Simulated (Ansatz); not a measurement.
The system is Ca3AsP.

```
As Ca P
1.0
     5.33390    0.00000    0.00000
     0.00000    5.33390    0.00000
     0.00000    0.00000    5.33390
As Ca P
1 3 1
Direct
  0.00000 0.00000 0.00000
  0.50000 0.50000 0.00000
  0.50000 0.00000 0.50000
  0.00000 0.50000 0.50000
  0.50000 0.50000 0.50000
```

The cell comes from a database or a generator and needn't be the stable form of this composition.

| Quantity | Value |
| --- | --- |
| Program | Ansatz 0.2.0 |
| Task | relaxation of cell and atoms |
| Functional | PBE |
| Dispersion | D4 |
| Potentials or basis | Ansatz PAW |
| Cutoff | 420 eV (not typed: the program's choice for these potentials) |
| k mesh | 5 × 5 × 5 |
| Occupations | fermi-dirac, width 0.05 eV |
| Spin | no spin polarisation |

At the start: volume 30.35 Å³/atom.

Question: How do energy, volume and symmetry change on relaxing?

Answer: It ends after 4 steps and the volume is 29.57 Å³/atom (-2.6 %); space group Pm-3m (No. 221, to 0.05 Å).

Step by step:
| step | energy change (eV) | largest force (eV/Å) | volume (Å³) |
| --- | --- | --- | --- |
| 1 | 0.0000 | 0.0000 | 151.75 |
| 2 | -0.0125 | 0.0000 | 148.15 |
| 3 | -0.0126 | 0.0000 | 147.85 |
| 4 | -0.0123 | 0.0000 | 147.85 |

Final structure:
```
As Ca P
1.0
     5.28782    0.00000    0.00000
     0.00000    5.28782    0.00000
     0.00000    0.00000    5.28782
As Ca P
1 3 1
Direct
  0.00000 0.00000 0.00000
  0.50000 0.50000 0.00000
  0.50000 0.00000 0.50000
  0.00000 0.50000 0.50000
  0.50000 0.50000 0.50000
```

Caveat: the plane-wave basis is chosen anew once the cell has moved, so the energies of steps on either side of that aren't comparable.
